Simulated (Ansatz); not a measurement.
# GeH₃F (singlet): wave-function methods side by side at distance Ge1–F2 = 2.133 Å, cc-pVDZ

How much of the correlation energy of GeH₃F (singlet) does each wave-function method recover here?

The runs use Ansatz 0.2.0, Gaussian basis; cc-pVDZ, core rule «outside noble gas», up to 15 orbitals frozen.

To be run: UHF; CCSD(T) on RHF; BCCD(T) on RHF; CISD; CCSDT(Q) on RHF; CASSCF and MRCISD+Q, 2 electrons in 2 orbitals; CASSCF and NEVPT2, 2 electrons in 2 orbitals.

36 further runs of the same task are left out: 7 for a known fault of the program, 1 for a mislabelled method, 26 that didn't finish, 2 set aside as unsound or not needed.

## (1) What is computed

The geometry derives from a PBE0/def2-TZVP stationary point (not a proven minimum). One bond is set to the value named and the two fragments are kept rigid. No spin-orbit coupling is included. The filled d shell of Ge may be among the frozen orbitals whatever the setting's name suggests; the logs give the count.

5 atoms, charge 0, spin multiplicity 1.

Atoms are counted from 1 here; the program's logs count them from 0.

Bond lengths: Ge1–F2 2.133 Å, Ge1–H3 1.533 Å, Ge1–H4 1.533 Å, Ge1–H5 1.533 Å. Angles: F2–Ge1–H3 106.2°, F2–Ge1–H4 106.2°, F2–Ge1–H5 106.2°, H3–Ge1–H4 112.5°, H3–Ge1–H5 112.5°, H4–Ge1–H5 112.5°.

## (2) UHF

The input, in.yaml:

```yaml
crystal:
  periodic: [false, false, false]
  atoms:
    - {symbol: Ge, position_ang: [-0.414370, -0.002964, 0.001905]}
    - {symbol: F, position_ang: [1.718553, 0.012293, -0.007900]}
    - {symbol: H, position_ang: [-0.853795, 1.465901, 0.004845]}
    - {symbol: H, position_ang: [-0.832143, -0.742795, 1.278142]}
    - {symbol: H, position_ang: [-0.843874, -0.741202, -1.271358]}
basis:
  gaussian: {orbitals: cc-pVDZ}
magnetization: {spin_polarized: true, initial_magnetization: 0}
hamiltonian: {xc: hf}
output: {orbitals: {seedname: orbitals}}
```

Run with:

```
$ ansatz run in.yaml --threads 1 --pin off --events-out ev --progress --plain --max-ram 2393MiB
```

After this run come: CCSD(T) on RHF; BCCD(T) on RHF; CISD; CCSDT(Q) on RHF; CASSCF and MRCISD+Q, 2 electrons in 2 orbitals; CASSCF and NEVPT2, 2 electrons in 2 orbitals.

Q: Predict the results of all the runs planned. Wanted: RCCSDT(Q) below the RHF energy; RMP2 from RCCSDT(Q); RCCSD from RCCSDT(Q); RCCSD(T) from RCCSDT(Q); NEVPT2 pair from RCCSDT(Q); MRCISD+Q pair from RCCSDT(Q); T1 diagnostic.

As calculated:

| quantity | value |
| --- | --- |
| RCCSDT(Q) below the RHF energy | -8.9719 eV |
| RMP2 from RCCSDT(Q) | +19.57 kcal/mol |
| RCCSD from RCCSDT(Q) | +4.95 kcal/mol |
| RCCSD(T) from RCCSDT(Q) | +1.01 kcal/mol |
| NEVPT2 pair from RCCSDT(Q) | +18.80 kcal/mol |
| MRCISD+Q pair from RCCSDT(Q) | +2.26 kcal/mol |
| levels within 1 kcal/mol (43 meV) | BCCD(T), RCCSDT |
| T1 diagnostic | 0.019 |

RCCSD(T) misses by +1.01 kcal/mol, 0.5 % of the correlation energy. Of the multireference levels listed MRCISD+Q pair comes nearest in total energy (+2.26 kcal/mol), which doesn't show that its space is the better one. These misses are within one basis, not against nature.
